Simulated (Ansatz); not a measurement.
## BrHOSn, SMILES [OH][Sn][Br]: the energy of protonation at one site

Run with Ansatz 0.2.0, Python API.

`brhosn.py`:
```python
# -*- coding: utf-8 -*-
import ansatz as az
import numpy as np

BASIS = "def2-SVP"
FUNCTIONAL = "b3lyp"
CHARGE = 1
FMAX = 0.01

geometry_ang = [
    ("O", [-0.4978, 0.5991, -0.8332]),
    ("Sn", [-0.2149, -0.4846, 0.7496]),
    ("Br", [2.2192, -0.9796, 0.9082]),
    ("H", [-1.4509, 0.8048, -0.845]),
]
geometry = az.Crystal.molecule()
for symbol, xyz in geometry_ang:
    geometry = geometry.atom(symbol, xyz)

base = (
    geometry.calculation()
    .basis(gaussian=BASIS)
    .functional(FUNCTIONAL)
)
symbols = [site.symbol for site in geometry.cartesian_sites]
start = np.array([site.position_ang for site in geometry.cartesian_sites], dtype=float)
summary = base.relax(force_tolerance=0.01).run(threads=1, backend="cpu").report
end = np.array(summary["positions_ang"])

away = sum((end[0] - end[j]) / np.linalg.norm(end[0] - end[j]) for j in [1, 3]) + np.array([0.15, 0.1, -0.2])
proton = end[0] + 1.0 * away / np.linalg.norm(away)
acid = az.Crystal.molecule()
for symbol, place in zip(symbols, end):
    acid = acid.atom(symbol, place.tolist())
acid = acid.atom("H", proton.tolist())
protonated = (
    acid.calculation()
    .basis(gaussian=BASIS)
    .functional(FUNCTIONAL)
    .charge(CHARGE)
    .relax(force_tolerance=FMAX, max_steps=80)
)
after = protonated.run(threads=1, backend="cpu").report
xyz = np.array(after["positions_ang"])
reach = np.linalg.norm(xyz[:-1] - xyz[-1], axis=1)
print(f"base {summary['free_energy_ev']:.5f} eV, protonated {after['free_energy_ev']:.5f} eV")
print(f"the proton ends {reach.min():.3f} A from {symbols[reach.argmin()]}{reach.argmin()}")
print(f"electronic proton affinity {(summary['free_energy_ev'] - after['free_energy_ev']):.3f} eV")
```

Output of `python brhosn.py`:
```text
base -77935.73510 eV, protonated -77945.21609 eV
the proton ends 0.975 A from O0
electronic proton affinity 9.481 eV
```

Notes:
- Total energies depend on the basis set; only differences at equal settings carry meaning.
- The proton is put on one chosen atom, which needn't be the most basic site, so the molecule's proton affinity can be higher; the ends are stationary points, not checked by frequencies, and zero-point and thermal terms count only where printed.
- def2 sets replace the cores of elements past krypton by effective core potentials.
- b3lyp holds the VWN-RPA fit, as in Gaussian; the form of ORCA and Turbomole is b3lyp5.
- The whole script took 50 s on 1 thread of Arm Neoverse V2 (shared host), peak memory 0.26 GiB.
